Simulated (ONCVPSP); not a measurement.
# An ONCV potential for Ge, from input to tests

Aim: build the potential from the settings below, then test how well it stands in for the atom: other configurations, scattering, ghost states and the plane-wave cutoff that it needs.

The numbers are computed with ONCVPSP 4.0.1.1 (patched build) (LDA (Perdew-Wang 92), scalar-relativistic, spin-unpolarised reference atom).

## (1) Starting point

Typed settings, in words:

| Property | Result |
| --- | --- |
| element | germanium (Ge, Z = 32) |
| type | optimised norm-conserving Vanderbilt (ONCV) |
| frozen core | [Ar] 3d10 |
| valence charge | 4 |
| reference configuration | 4s2 4p2 |
| partial waves | 4s: rc 1.65 bohr, ncon 5, nbas 8, qcut 4.2 1/bohr, 2 projectors, debl 0.9 Ha; 4p: rc 2.45 bohr, ncon 5, nbas 9, qcut 3.2 1/bohr, 2 projectors, debl 1.3 Ha; d scattering state at 0.32 Ha: rc 1.85 bohr, ncon 4, nbas 7, qcut 4.8 1/bohr, 3 projectors, debl 1.3 Ha |
| local potential | polynomial inside 1.30 bohr (lpopt 5, dvloc0 1 Ha) |
| core correction | Teter function, fcfact 5.75, rcfact 1.45 |

The nodes and maxima of the atom's own shells, from an earlier all-electron run, set the scale for the radii.

All-electron outer shells of the reference configuration (LDA (PZ), scalar-relativistic, ld1.x):

```
shell  level (eV)  outermost node (bohr)  outermost maximum (bohr)
   3p     -115.38                   0.23                      0.54
   3d      -29.55                      –                      0.50
   4s      -11.95                   0.77                      1.73
   4p       -4.05                   0.82                      2.19
```

## (2) Generation

Ge.dat

```
# ATOM AND REFERENCE CONFIGURATION
# atsym  z   nc   nv     iexc    psfile
  Ge 32.00    6    2  -001012      upf
#
#   n    l    f
    1    0    2.00
    2    0    2.00
    2    1    6.00
    3    0    2.00
    3    1    6.00
    3    2   10.00
    4    0    2.00
    4    1    2.00
#
# PSEUDOPOTENTIAL AND OPTIMIZATION
# lmax
    2
#
#   l,   rc,      ep,       ncon, nbas, qcut
    0    1.65    0.00    5    8    4.20
    1    2.45    0.00    5    9    3.20
    2    1.85    0.32    4    7    4.80
#
# LOCAL POTENTIAL
# lloc, lpopt,  rc(5),   dvloc0
    4    5    1.30    1.00
#
# VANDERBILT-KLEINMAN-BYLANDER PROJECTORs
# l, nproj, debl
    0    2    0.90
    1    2    1.30
    2    3    1.30
#
# MODEL CORE CHARGE
# icmod, fcfact, rcfact
    3    5.75    1.45
#
# LOG DERIVATIVE ANALYSIS
# epsh1, epsh2, depsh
   -2.00    5.00    0.02
#
# OUTPUT GRID
# rlmax, drl
    6.00    0.01
#
# TEST CONFIGURATIONS
# ncnf
    4
# nvcnf
#   n    l    f
    2
    4    0    2.00
    4    1    1.00
#
    2
    4    0    2.00
    4    1    0.00
#
    2
    4    0    1.00
    4    1    0.00
#
    2
    4    0    1.00
    4    1    2.00
#
```

Command:

```console
$ oncvpsp.x < Ge.dat > Ge.out
```

Before running it: what results should come out? Wanted: cutoffs for 1 and 0.1 mHa per electron, occupied waves; bound ghosts; GHOST(+) flags; largest test error; largest phase difference near zero energy, channels read; rms error of d²Exc/dn², without and with the model core.

As calculated:

| quantity | value |
| --- | --- |
| cutoffs for 1 and 0.1 mHa per electron, occupied waves | 8.8 Ha and 31 Ha |
| bound ghosts | d at -29.85 eV |
| GHOST(+) flags | s at 64 eV, d at 920 eV |
| largest test error (AE − PS) | -465 meV, for 4s1 4p0 |
| largest phase difference near zero energy, channels read | 0.000 rad |
| rms error of d²Exc/dn², without and with the model core | 8.07 and 0.96 mHa |

What this shows: A bound ghost (d) makes it unfit for use: electrons can fall into a state that the atom doesn't have. Close by lies the frozen 3d level (-29.6 eV). The worst unpolarised test, 4s1 4p0, is off by 465 meV on 58.6 eV; by total energies transferability rates as poor. That test lies far up in energy; among those under 40 eV, nearer to bonding, the largest error is 106 meV. The potential is soft on the atom at that tolerance: the looser tolerance needs 8.8 Ha. The tighter tolerance needs 31 Ha, and converged work needs a cutoff nearer that. At the looser tolerance the 4s wave is the slowest; 4p needs 3 Ha. That counts occupied waves only; other projectors can need more. Near zero energy the phases of the channels with partial waves agree within 0.001 rad. The program also flags highly localised states, GHOST(+) (s, d).
